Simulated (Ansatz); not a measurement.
**SnH3Cl: small, medium and large basis sets**

An exercise on one series of results from a longer session: the logs are not shown, and one member is left open.

The runs use Ansatz 0.2.0, Gaussian basis; one geometry, several basis sets.

Levels to be run: PBE0-D4/def2-SVP; ωB97M-V/def2-SVP; PBE0-D4/def2-QZVPP; ωB97M-V/def2-QZVPP; the functionals' def2-TZVPP values are taken from earlier runs.

### The relaxed structure

All runs share one geometry, relaxed beforehand with PBE0-D4 in a triple-zeta def2 set. Sn takes the def2 core potential; no spin-orbit term is included.

SMILES `[Cl][SnH3]`, 5 atoms, charge 0, spin multiplicity 1.

Atoms are counted from 1 here; the program's logs count them from 0.

Bond lengths: Cl1–Sn2 2.334 Å, Sn2–H3 1.700 Å, Sn2–H4 1.700 Å, Sn2–H5 1.700 Å. Angles: Cl1–Sn2–H3 106.1°, Cl1–Sn2–H4 106.1°, Cl1–Sn2–H5 106.1°, H3–Sn2–H4 112.7°, H3–Sn2–H5 112.7°, H4–Sn2–H5 112.7°.

As a file:

```mol
ClH3Sn
  3D, bonds by distance, orders not assigned

  5  4  0  0  0  0  0  0  0  0999 V2000
   -1.8394    0.3324    1.0299 Cl  0  0
    0.1689   -0.0445   -0.0975 Sn  0  0
   -0.1205    0.3629   -1.7224 H   0  0
    0.5227   -1.6942    0.1111 H   0  0
    1.3182    0.9699    0.6374 H   0  0
  1  2  8  0
  2  3  8  0
  2  4  8  0
  2  5  8  0
M  END
```

Set-up of the first run:

Contents of in.yaml:

```yaml
crystal:
  periodic: [false, false, false]
  atoms:
    - {symbol: Cl, position_ang: [-1.839361, 0.332408, 1.029866]}
    - {symbol: Sn, position_ang: [0.168907, -0.044531, -0.097513]}
    - {symbol: H, position_ang: [-0.120467, 0.362884, -1.722403]}
    - {symbol: H, position_ang: [0.522669, -1.694171, 0.111123]}
    - {symbol: H, position_ang: [1.318153, 0.969910, 0.637428]}
basis:
  gaussian: {orbitals: def2-SVP}
hamiltonian: {xc: pbe0, dispersion: d4}
output: {orbitals: {seedname: orbitals}}
```

Among the steps run: PBE0-D4 in def2-SVP; ωB97M-V in def2-SVP; PBE0-D4 in def2-QZVPP; ωB97M-V in def2-QZVPP.

One table of the session follows, with a row left open; its other results are not shown here.

It belongs to the step «Density functionals: the series». 

| functional | basis | HOMO (eV) |
| --- | --- | --- |
| PBE0-D4 | def2-SVP | -8.42 |
| PBE0-D4 | def2-TZVPP | -8.63 |
| PBE0-D4 | def2-QZVPP | -8.66 |
| ωB97M-V | def2-SVP | -10.61 |
| ωB97M-V | def2-TZVPP | ? |
| ωB97M-V | def2-QZVPP | -10.90 |

Q: Estimate the row for ωB97M-V, def2-TZVPP from the others.

The run gave: HOMO (eV): -10.86. In the column «HOMO (eV)» it lies between ωB97M-V, def2-QZVPP (-10.90) and ωB97M-V, def2-SVP (-10.61).
